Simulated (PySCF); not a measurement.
# CoBr6 (-2): ligand-field states, part 1 of 3

Wanted: ligand-field states for CoBr6 (-2).

Computed with PySCF 2.14.0 and routines of our own; the level stands in each step. Atoms count from 0.

## 1. The system as given

7 atoms, charge -2, states of the metal's open shell are computed; geometry from: model geometry, bond lengths from ionic radii.

## 2. Ligand-field states: state-averaged CASSCF in water

Job settings and geometry (Å):

```
{"job": {"kind": "lf", "basis": {"metal": "x2c-TZVPall", "ligand": "x2c-SVPall"}, "nevpt": true, "solvent": "water"}, "charge": -2, "metal": "Co", "open_shell": "d5"}
Co     0.000000     0.000000     0.000000
Br     0.000000     0.000000     2.390000
Br     0.000000     0.000000    -2.390000
Br     2.390000     0.000000     0.000000
Br    -2.390000     0.000000     0.000000
Br     0.000000     2.390000     0.000000
Br    -0.000000    -2.390000     0.000000
```

With the program's defaults for keys left out, this is: state-averaged CASSCF of the metal d shell, SC-NEVPT2 on the averaged canonical orbitals, state-interaction spin-orbit coupling.

Command:

```sh
$ OMP_NUM_THREADS=1 python lf_run.py task.json out
```

The driver reads the jobs from task.json and runs them one after another.

Output:

```text
basis functions 240, electrons 239, active (5e, 5o)
stage 1: DIIS on the effective Fock matrix, level shift 0.30
cycle   1  E = -17003.6114128626  dE = -1.700e+04  max|g| = 3.596e+00
cycle   2  E = -17007.5213500793  dE = -3.910e+00  max|g| = 3.576e+00
cycle   3  E = -17006.3451549917  dE =  1.176e+00  max|g| = 2.975e+00
cycle   4  E = -17014.6939566085  dE = -8.349e+00  max|g| = 9.032e-01
cycle   5  E = -17013.6467571197  dE =  1.047e+00  max|g| = 9.545e-01
cycle   6  E = -17014.8442002097  dE = -1.197e+00  max|g| = 6.437e-01
cycle   7  E = -17013.4519790287  dE =  1.392e+00  max|g| = 1.086e+00
cycle   8  E = -17014.3019459296  dE = -8.500e-01  max|g| = 9.185e-01
cycle   9  E = -17014.2427129090  dE =  5.923e-02  max|g| = 8.097e-01
cycle  10  E = -17013.8385889441  dE =  4.041e-01  max|g| = 1.016e+00
cycle  11  E = -17013.9037556057  dE = -6.517e-02  max|g| = 9.919e-01
cycle  12  E = -17013.7911639595  dE =  1.126e-01  max|g| = 9.938e-01
cycle  13  E = -17014.0330018414  dE = -2.418e-01  max|g| = 8.829e-01
cycle  14  E = -17013.7670607956  dE =  2.659e-01  max|g| = 1.078e+00
cycle  15  E = -17014.3850996786  dE = -6.180e-01  max|g| = 1.160e+00
stage 2: quasi-Newton rotations from the point of smallest gradient
cycle  17  E = -17015.2727126357  dE = -4.285e-01  max|g| = 4.221e-01
cycle  18  E = -17015.5291185268  dE = -2.564e-01  max|g| = 3.438e-01
cycle  20  E = -17015.7234127504  dE = -1.943e-01  max|g| = 1.658e-01
cycle  21  E = -17015.7979848466  dE = -7.457e-02  max|g| = 3.550e-01
cycle  24  E = -17015.8699591191  dE = -7.197e-02  max|g| = 1.309e-01
cycle  25  E = -17015.8918808313  dE = -2.192e-02  max|g| = 4.762e-02
cycle  26  E = -17015.8976679661  dE = -5.787e-03  max|g| = 2.088e-02
cycle  27  E = -17015.8983396736  dE = -6.717e-04  max|g| = 6.438e-03
cycle  28  E = -17015.8984957979  dE = -1.561e-04  max|g| = 4.418e-03
cycle  29  E = -17015.8985489757  dE = -5.318e-05  max|g| = 1.851e-03
cycle  30  E = -17015.8985566597  dE = -7.684e-06  max|g| = 6.237e-04
cycle  31  E = -17015.8985575800  dE = -9.203e-07  max|g| = 1.551e-04
cycle  32  E = -17015.8985576596  dE = -7.957e-08  max|g| = 8.615e-05
cycle  33  E = -17015.8985576820  dE = -2.243e-08  max|g| = 5.602e-05
cycle  34  E = -17015.8985576974  dE = -1.541e-08  max|g| = 3.025e-05
cycle  35  E = -17015.8985577008  dE = -3.380e-09  max|g| = 1.040e-05
cycle  36  E = -17015.8985577014  dE = -5.930e-10  max|g| = 5.350e-06
converged average energy = -17015.8985577014

 mult deg   label        CASSCF/cm-1   NEVPT2/cm-1
   4   3   4T1g                0.0           0.0
   2   3   2T2g            38802.2        6331.6
   2   3   2T1g             7762.3        8651.5
   4   3   4T2g             4580.3        9652.9
   2   3   2T2g            13986.2       15452.5
   2   1   2A2g            13712.7       19311.2
   2   3   2T2g            35553.6       30333.1
   6   1   6A1g           -18892.6       30408.3
   2   3   2T1g            18679.1       33464.9
   2   3   2T2g            14597.8       33952.5
   2   1   2A1g            29286.2       34863.5
   2   3   2T2g            53011.0       39449.4
   4   2   4Eg             -1232.5       41031.2
   4   1   4A1g            -2784.6       41528.6
   2   2   2Eg             18340.4       43221.1
   4   1   4A2g             7382.7       44555.3
   2   2   2Eg             15097.7       46320.0
   2   2   2Eg             21258.6       47160.9
   2   1   2A1g             5934.3       48108.9
   2   3   2T2g            17633.2       48366.8
   2   2   2Eg             49204.1       48977.1
   4   3   4T2g            11068.0       50644.3
   2   1   2A1g            20616.5       52020.4
   2   3   2T2g            22291.3       52468.0
   4   2   4Eg             10602.8       55871.3
   2   1   2A2g            23012.4       56295.7
   2   3   2T1g            22729.1       56732.4
   2   3   2T2g            59830.9       56829.4
   4   3   4T2g            48869.3       59406.2
   2   2   2Eg             29692.7       60975.9
   2   3   2T1g            21960.7       62023.7
   2   2   2Eg             92035.8       62045.1
   4   3   4T1g            43855.3       62613.7
   2   3   2T1g            52249.7       63988.6
   2   1   2A1g            71397.6       64966.4
   4   3   4T1g            25247.7       66828.5
   2   3   2T1g            71958.7       67164.8
   2   3   2T1g            36613.6       67763.2
   2   3   2T2g            64538.6       69456.2
   2   2   2Eg             63309.7       70397.5
   2   1   2A2g            58112.2       72341.4
   2   3   2T1g            44024.9       72380.9
   2   3   2T2g           127516.4      317884.0

spin-orbit levels / cm-1
      0.00  x2  4T1g 1.00
      0.04  x2  4T1g 1.00
     11.24  x2  4T1g 1.00
    234.58  x2  4T1g 1.00
    234.61  x2  4T1g 1.00
    373.22  x2  4T1g 1.00
   6276.31  x2  2T2g 1.00
   6582.07  x2  2T2g 1.00
   6582.08  x2  2T2g 1.00
   8664.15  x2  2T1g 0.99
   8664.18  x2  2T1g 0.99
   8991.10  x2  2T1g 0.95 4T2g 0.05
   9744.74  x2  4T2g 0.99
   9744.78  x2  4T2g 0.99
   9765.86  x2  4T2g 0.95 2T1g 0.05
   9852.13  x2  4T2g 1.00
   9852.16  x2  4T2g 1.00
   9924.30  x2  4T2g 1.00
  15478.27  x2  2T2g 1.00
  15692.57  x2  2T2g 1.00
  15692.63  x2  2T2g 1.00
  19482.31  x2  2A2g 1.00
  30213.97  x2  2T2g 1.00
  30557.63  x4  6A1g 1.00
  30557.69  x2  6A1g 1.00
  30591.42  x2  2T2g 1.00
  30591.45  x2  2T2g 1.00
  33491.46  x2  2T1g 0.93 2T2g 0.07
  33491.54  x2  2T1g 0.93 2T2g 0.07
```

It took 88 s on 1 thread of Intel Xeon Platinum 8488C, shared host; peak memory 0.84 GiB.

Warnings kept with the result: an active orbital is not mainly the metal shell.

An active orbital is only 47 % metal, under the run's own bar for a metal shell, so levels, ζ, ground spin and magnetism of this run may not be those of the metal's shell and are not read here.

## 3. Ligand-field states: state-averaged CASSCF (bond length × 0.92) in water

Job settings and geometry (Å):

```
{"job": {"kind": "lf", "basis": {"metal": "x2c-TZVPall", "ligand": "x2c-SVPall"}, "nevpt": true, "solvent": "water", "reuse": true}, "charge": -2, "metal": "Co", "open_shell": "d5"}
Co     0.000000     0.000000     0.000000
Br     0.000000     0.000000     2.198800
Br     0.000000     0.000000    -2.198800
Br     2.198800     0.000000     0.000000
Br    -2.198800     0.000000     0.000000
Br     0.000000     2.198800     0.000000
Br    -0.000000    -2.198800     0.000000
```

Method: state-averaged CASSCF of the metal d shell, SC-NEVPT2 on the averaged canonical orbitals, state-interaction spin-orbit coupling.

Output:

```text
basis functions 240, electrons 239, active (5e, 5o)
start from the orbitals of the previous structure
stage 1: DIIS on the effective Fock matrix, level shift 0.30
cycle   1  E = -17001.3618714114  dE = -1.700e+04  max|g| = 9.338e+00
cycle   2  E = -17014.0723559485  dE = -1.271e+01  max|g| = 5.790e-01
cycle   3  E = -17014.6054923980  dE = -5.331e-01  max|g| = 4.731e-01
cycle   4  E = -17014.8729154709  dE = -2.674e-01  max|g| = 1.102e+00
cycle   5  E = -17015.7148123532  dE = -8.419e-01  max|g| = 9.439e-02
cycle   6  E = -17015.6980962613  dE =  1.672e-02  max|g| = 2.140e-01
cycle   7  E = -17015.5407200511  dE =  1.574e-01  max|g| = 3.173e-01
cycle   8  E = -17015.5049731279  dE =  3.575e-02  max|g| = 2.358e-01
cycle   9  E = -17014.3427220653  dE =  1.162e+00  max|g| = 9.444e-01
cycle  10  E = -17015.4501152865  dE = -1.107e+00  max|g| = 2.685e-01
cycle  11  E = -17015.7257672797  dE = -2.757e-01  max|g| = 1.195e-01
cycle  12  E = -17015.2558716987  dE =  4.699e-01  max|g| = 7.518e-01
cycle  13  E = -17014.8300438655  dE =  4.258e-01  max|g| = 1.029e+00
cycle  14  E = -17014.5838391958  dE =  2.462e-01  max|g| = 1.051e+00
cycle  15  E = -17014.4112076209  dE =  1.726e-01  max|g| = 1.109e+00
stage 2: quasi-Newton rotations from the point of smallest gradient
cycle  17  E = -17015.7288026610  dE = -1.399e-02  max|g| = 1.199e-01
cycle  19  E = -17015.7393981558  dE = -1.060e-02  max|g| = 7.104e-02
cycle  20  E = -17015.7428137860  dE = -3.416e-03  max|g| = 5.321e-03
cycle  21  E = -17015.7430298896  dE = -2.161e-04  max|g| = 3.895e-03
cycle  22  E = -17015.7430642627  dE = -3.437e-05  max|g| = 1.332e-03
cycle  23  E = -17015.7430680763  dE = -3.814e-06  max|g| = 2.700e-04
cycle  24  E = -17015.7430686177  dE = -5.414e-07  max|g| = 1.140e-04
cycle  25  E = -17015.7430686738  dE = -5.609e-08  max|g| = 6.695e-05
cycle  26  E = -17015.7430686788  dE = -4.988e-09  max|g| = 1.651e-05
cycle  27  E = -17015.7430686792  dE = -4.475e-10  max|g| = 4.083e-06
converged average energy = -17015.7430686792

 mult deg   label        CASSCF/cm-1   NEVPT2/cm-1
   2   3   2T2g                0.0           0.0
   2   3   2T2g          -118295.9      114048.0
   2   3   2T2g          -107931.7      138789.6
   4   3   4T1g          -129749.2      146113.1
   4   3   4T2g          -124300.8      150898.8
   2   3   2T1g          -121388.4      154667.9
   2   3   2T2g          -114926.3      158829.0
   2   1   2A2g          -116353.6      159714.2
   2   2   2Eg           -112215.0      164437.4
   2   3   2T1g          -109118.8      168609.6
   2   1   2A1g          -103787.1      174367.6
   6   1   6A1g          -135947.4      176603.2
   4   2   4Eg           -117304.2      189442.7
   4   1   4A1g          -118738.3      189868.2
   4   1   4A2g          -108113.0      193652.5
   2   2   2Eg           -103129.7      195289.7
   2   1   2A1g          -109768.1      196686.5
   4   3   4T2g          -107694.9      200776.0
   4   2   4Eg           -107609.2      201146.5
   2   2   2Eg            -78908.0      202613.4
   2   2   2Eg            -98240.7      204747.2
   2   3   2T2g          -101497.2      205029.9
   2   1   2A1g           -93499.7      205516.1
   2   3   2T2g           -96290.5      207807.6
   2   1   2A2g           -95582.4      208139.2
   2   3   2T1g           -96577.2      208253.0
   2   3   2T1g           -95544.1      208264.7
   2   2   2Eg            -89003.3      209430.4
   4   3   4T1g           -94163.4      211571.3
   2   3   2T1g           -83399.2      217828.5
   2   3   2T2g           -82151.9      218513.0
   2   3   2T1g           -73493.7      222903.7
   2   3   2T2g           -68178.2      223940.9
   4   3   4T1g           -73176.2      224564.2
   4   3   4T2g           -67682.3      225185.4
   2   3   2T1g           -64369.5      227927.6
   2   3   2T2g           -56705.0      228874.2
   2   3   2T2g           -53174.6      232088.2
   2   1   2A2g           -59927.0      234805.0
   2   2   2Eg            -54620.4      235375.3
   2   1   2A1g           -45731.8      235616.7
   2   3   2T1g           -45716.2      235618.4
   2   2   2Eg            -27050.0      239562.7

spin-orbit levels / cm-1
      0.00  x4  2T2g 1.00
    873.61  x2  2T2g 1.00
 114026.73  x2  2T2g 1.00
 114485.33  x4  2T2g 1.00
 139071.75  x4  2T2g 1.00
 139088.75  x2  2T2g 1.00
 146216.42  x4  4T1g 0.99
 146250.60  x2  4T1g 1.00
 146479.67  x4  4T1g 1.00
 146639.24  x2  4T1g 1.00
 151043.60  x2  4T2g 1.00
 151069.24  x4  4T2g 0.99
 151275.64  x4  4T2g 0.99
 151399.80  x2  4T2g 1.00
 154819.71  x4  2T1g 1.00
 155218.67  x2  2T1g 1.00
 158980.75  x2  2T2g 1.00
 159224.92  x4  2T2g 1.00
 160023.33  x2  2A2g 1.00
 164743.22  x4  2Eg 1.00
```

It took 67 s on 1 thread of Intel Xeon Platinum 8488C, shared host; peak memory 0.78 GiB.

Warnings kept with the result: an active orbital is not mainly the metal shell.

An active orbital is only 51 % metal, under the run's own bar for a metal shell, so levels, ζ, ground spin and magnetism of this run may not be those of the metal's shell and are not read here.

## 4. Ligand-field states: state-averaged CASSCF (bond length × 0.95) in water

Job settings and geometry (Å):

```
{"job": {"kind": "lf", "basis": {"metal": "x2c-TZVPall", "ligand": "x2c-SVPall"}, "nevpt": true, "solvent": "water", "reuse": true}, "charge": -2, "metal": "Co", "open_shell": "d5"}
Co     0.000000     0.000000     0.000000
Br     0.000000     0.000000     2.270500
Br     0.000000     0.000000    -2.270500
Br     2.270500     0.000000     0.000000
Br    -2.270500     0.000000     0.000000
Br     0.000000     2.270500     0.000000
Br    -0.000000    -2.270500     0.000000
```

Level: state-averaged CASSCF of the metal d shell, SC-NEVPT2 on the averaged canonical orbitals, state-interaction spin-orbit coupling.

Output:

```text
basis functions 240, electrons 239, active (5e, 5o)
start from the orbitals of the previous structure
stage 1: DIIS on the effective Fock matrix, level shift 0.30
cycle   1  E = -17011.9116910950  dE = -1.701e+04  max|g| = 5.186e+00
cycle   2  E = -17015.0781842420  dE = -3.166e+00  max|g| = 4.259e-01
cycle   3  E = -17015.6413580147  dE = -5.632e-01  max|g| = 4.545e-01
cycle   4  E = -17015.1619778100  dE =  4.794e-01  max|g| = 1.397e-01
cycle   5  E = -17015.1017685246  dE =  6.021e-02  max|g| = 1.050e-01
cycle   6  E = -17014.7632489211  dE =  3.385e-01  max|g| = 5.078e-01
cycle   7  E = -17014.8045311200  dE = -4.128e-02  max|g| = 4.976e-01
cycle   8  E = -17014.1922809458  dE =  6.123e-01  max|g| = 9.091e-01
cycle   9  E = -17013.9147147154  dE =  2.776e-01  max|g| = 8.783e-01
cycle  10  E = -17013.4109504272  dE =  5.038e-01  max|g| = 9.652e-01
cycle  11  E = -17013.2214066791  dE =  1.895e-01  max|g| = 1.026e+00
cycle  12  E = -17013.1224870379  dE =  9.892e-02  max|g| = 1.066e+00
cycle  13  E = -17013.2569139609  dE = -1.344e-01  max|g| = 9.985e-01
cycle  14  E = -17013.4021563314  dE = -1.452e-01  max|g| = 9.099e-01
cycle  15  E = -17013.4737899987  dE = -7.163e-02  max|g| = 9.612e-01
stage 2: quasi-Newton rotations from the point of smallest gradient
cycle  17  E = -17015.2465975885  dE = -1.448e-01  max|g| = 3.062e-01
cycle  18  E = -17015.5553114590  dE = -3.087e-01  max|g| = 2.950e-01
cycle  20  E = -17015.7069451488  dE = -1.516e-01  max|g| = 2.618e-01
cycle  21  E = -17015.7895000476  dE = -8.255e-02  max|g| = 1.620e-01
cycle  24  E = -17015.8112710016  dE = -2.177e-02  max|g| = 5.245e-02
cycle  25  E = -17015.8219608830  dE = -1.069e-02  max|g| = 2.048e-02
cycle  26  E = -17015.8237910752  dE = -1.830e-03  max|g| = 6.142e-03
cycle  27  E = -17015.8238886811  dE = -9.761e-05  max|g| = 2.217e-03
cycle  28  E = -17015.8239023604  dE = -1.368e-05  max|g| = 7.311e-04
cycle  29  E = -17015.8239041482  dE = -1.788e-06  max|g| = 3.349e-04
cycle  30  E = -17015.8239047887  dE = -6.405e-07  max|g| = 1.510e-04
cycle  31  E = -17015.8239048636  dE = -7.488e-08  max|g| = 6.067e-05
cycle  32  E = -17015.8239048737  dE = -1.006e-08  max|g| = 1.531e-05
cycle  33  E = -17015.8239048741  dE = -4.547e-10  max|g| = 4.627e-06
converged average energy = -17015.8239048741

 mult deg   label        CASSCF/cm-1   NEVPT2/cm-1
   2   3   2T2g                0.0           0.0
   4   3   4T1g           -25836.1       27387.5
   2   3   2T2g           -11933.5       30338.1
   4   3   4T2g           -20570.9       32778.3
   2   3   2T1g           -17568.9       36015.9
   2   3   2T2g           -10317.9       36240.6
   2   1   2A2g           -12118.3       41856.3
   2   2   2Eg             -8269.6       48726.3
   2   3   2T1g            -5515.7       51890.8
   6   1   6A1g           -36921.1       57209.3
   2   1   2A1g             -729.7       61521.7
   4   2   4Eg            -18453.0       69438.8
   4   1   4A1g           -19872.5       69947.3
   4   1   4A2g            -9425.1       73401.0
   2   1   2A1g           -10843.1       77126.5
   2   3   2T2g             3803.3       77705.4
   2   2   2Eg             -2413.6       78000.2
   2   1   2A1g             6991.6       80350.1
   2   2   2Eg             24253.1       80550.0
   4   3   4T2g            -7946.8       81366.6
   4   2   4Eg             -7958.6       82296.8
   2   2   2Eg              1717.9       84872.3
   2   3   2T2g            -1732.7       85151.4
   2   1   2A2g             4137.2       88244.1
   2   3   2T1g             4057.5       88536.4
   2   3   2T1g             3226.8       89145.2
   2   2   2Eg             10930.9       90366.4
   4   3   4T1g             5939.9       93005.0
   2   3   2T1g            16932.4       97954.6
   2   3   2T2g            17900.5       98815.9
   4   3   4T2g            30650.7      100174.1
   4   3   4T1g            25297.1      100482.0
   2   3   2T2g            31965.5      101616.9
   2   3   2T2g            41824.2      101750.2
   2   3   2T1g            25930.9      102605.9
   2   3   2T1g            34138.6      103220.4
   2   3   2T2g            45731.6      107484.7
   2   1   2A1g            52976.8      108926.9
   2   2   2Eg             72508.2      109770.4
   2   3   2T1g            53337.8      109809.7
   2   2   2Eg             44285.5      110410.3
   2   1   2A2g            38947.9      110560.6
   2   3   2T2g           101041.8     1545572.8

spin-orbit levels / cm-1
      0.00  x2  2T2g 1.00
    513.70  x4  2T2g 1.00
  27548.86  x4  4T1g 0.99
  27566.33  x2  4T1g 1.00
  27807.28  x4  4T1g 1.00
  27962.65  x2  4T1g 1.00
  30540.02  x2  2T2g 0.99
  30717.43  x4  2T2g 0.99
  32989.74  x2  4T2g 1.00
  33011.72  x4  4T2g 0.99
  33207.29  x4  4T2g 0.98
  33315.49  x2  4T2g 0.99
  36253.48  x4  2T1g 0.99
  36597.43  x4  2T2g 0.98
  36613.80  x2  2T1g 1.00
  36655.85  x2  2T2g 0.99
  42223.53  x2  2A2g 1.00
  49082.32  x4  2Eg 1.00
  52222.54  x4  2T1g 1.00
  52282.70  x2  2T1g 1.00
```

It took 71 s on 1 thread of Intel Xeon Platinum 8488C, shared host; peak memory 0.78 GiB.

Warnings kept with the result: an active orbital is not mainly the metal shell.

An active orbital is only 50 % metal, under the run's own bar for a metal shell, so levels, ζ, ground spin and magnetism of this run may not be those of the metal's shell and are not read here.

(Continued in part 2 of 3.)
